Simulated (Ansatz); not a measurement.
Crystal: HfB.

```
Hf B
1.0
     0.00000    2.31000    2.31000
     2.31000    0.00000    2.31000
     2.31000    2.31000    0.00000
Hf B
1 1
Direct
  0.50000 0.50000 0.50000
  0.00000 0.00000 0.00000
```

Base run:

- Program: Ansatz 0.2.0
- Functional: LDA
- Potentials or basis: all-electron LAPW, scalar-relativistic
- Cutoff: 283 eV (chosen from the basis error)
- Basis error allowed: 0.001 eV/atom
- k mesh: 10 × 10 × 10
- Occupations: fermi-dirac, width 0.05 eV
- Spin: no spin polarisation

Its results: pressure 18.0 GPa.

Task: The run is repeated on the same cell with these changes: functional from LDA to PBEsol. What comes out?

Result: Pressure 23.3 GPa.

PBEsol binds less tightly than LDA, so the same cell stands under more pressure.
